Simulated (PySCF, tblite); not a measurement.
**C₄H₁₂OSi₂: geometry, infrared bands and NMR shifts**

What infrared bands and NMR shifts should C₄H₁₂OSi₂ (`[SiH3]C[C@H]1CC[SiH2]O1`) show?

Computed with tblite 0.8.0 and PySCF 2.14.0, with density-fitted response routines of our own, on a single molecule in the gas phase. Atoms count from 0, in the outputs and in this text.

## Step 1: The molecule as given

19 atoms, charge 0, multiplicity 1; geometry from: force field or distance geometry start.

Bonds of the start (Å): Si0–C1 1.87, C1–C2 1.52, C2–C3 1.55, C3–C4 1.53, C4–Si5 1.89, Si5–O6 1.69, O6–C2 1.46, Si0–H7 1.49, Si0–H8 1.49, Si0–H9 1.48, C1–H10 1.09, C1–H11 1.11, C2–H12 1.09, C3–H13 1.10, C3–H14 1.10, C4–H15 1.09, C4–H16 1.09, Si5–H17 1.48, Si5–H18 1.47.

## Step 2: Relaxing the molecule with GFN2-xTB

What the job is given:

```
{"job": {"kind": "relax", "xc": "GFN2-xTB", "basis": "xTB"}, "charge": 0, "multiplicity": 1}
Si     2.911200     0.092600    -0.738600
C      1.497500     0.135800     0.492200
C      0.137500    -0.258700    -0.048200
C     -0.886700    -0.502100     1.085200
C     -2.292500    -0.480000     0.477100
Si    -2.070500     0.832800    -0.870000
O     -0.379600     0.828600    -0.872600
H      4.190600     0.392900    -0.041500
H      3.010100    -1.264600    -1.333900
H      2.710400     1.093300    -1.814800
H      1.455500     1.137700     0.929100
H      1.767100    -0.560200     1.313800
H      0.193900    -1.153700    -0.669900
H     -0.804800     0.289500     1.841100
H     -0.695900    -1.449300     1.608200
H     -2.530300    -1.443400     0.025400
H     -3.059100    -0.222600     1.207600
H     -2.566000     2.152400    -0.427700
H     -2.598200     0.388200    -2.170000
```

Command:

```
> OMP_NUM_THREADS=1 python probes_run.py task.json out
```

One launch serves the whole session: the jobs run in the order shown.

**Question.** This job is followed by: GFN2-xTB harmonic vibrations, gas phase; GIAO PBE0/pcSseg-1 NMR shielding, non-relativistic, gas phase. What will the session give for the following? strongest single infrared mode (GFN2-xTB); zero-point energy (GFN2-xTB); 13C shifts against TMS (PBE0/pcSseg-1); 1H shifts against TMS (PBE0/pcSseg-1, means over atoms taken as alike); 29Si shifts against TMS (PBE0/pcSseg-1); 17O shifts against H2O (PBE0/pcSseg-1); surface potential, 1st and 99th percentile.

As calculated:

| quantity | value |
| --- | --- |
| strongest single infrared mode (GFN2-xTB) | 2281 cm⁻¹, 573 km/mol |
| zero-point energy (GFN2-xTB) | 91.3 kcal/mol |
| 13C shifts against TMS (PBE0/pcSseg-1) | 81.9, 39.5, 21.6, 14.6 ppm |
| 1H shifts against TMS (PBE0/pcSseg-1, means over atoms taken as alike) | 5.01, 4.99, 4.04, 3.93, 2.29, 1.30, 1.27, 1.25, 1.16, 1.09 ppm |
| 29Si shifts against TMS (PBE0/pcSseg-1) | -4.9, -80.7 ppm |
| 17O shifts against H2O (PBE0/pcSseg-1) | 66.8 ppm |
| surface potential, 1st and 99th percentile | -0.87 V and 1.12 V |

What this shows: Over 144 steps the energy fell by 0.231 eV; of the close pairs, Si5–O6 changed most, 1.691 to 1.632 Å. No mode is imaginary among the 51: a minimum at this level. The strongest single mode, at 2281 cm⁻¹, has its largest shares on H17, H18 and H8 (the list is cut at 3 atoms). GFN2-xTB is a fitted tight-binding method: band positions and strengths are rough. Its intensities can rank the bands wrongly. C2 (sp3 CH bonded to O) lies farthest downfield among carbon, at 81.9 ppm; deshielded by the electronegative neighbour. At PBE0/pcSseg-1: The widest tensor belongs to Si5: span 125 ppm, with a paramagnetic part of -527 ppm.
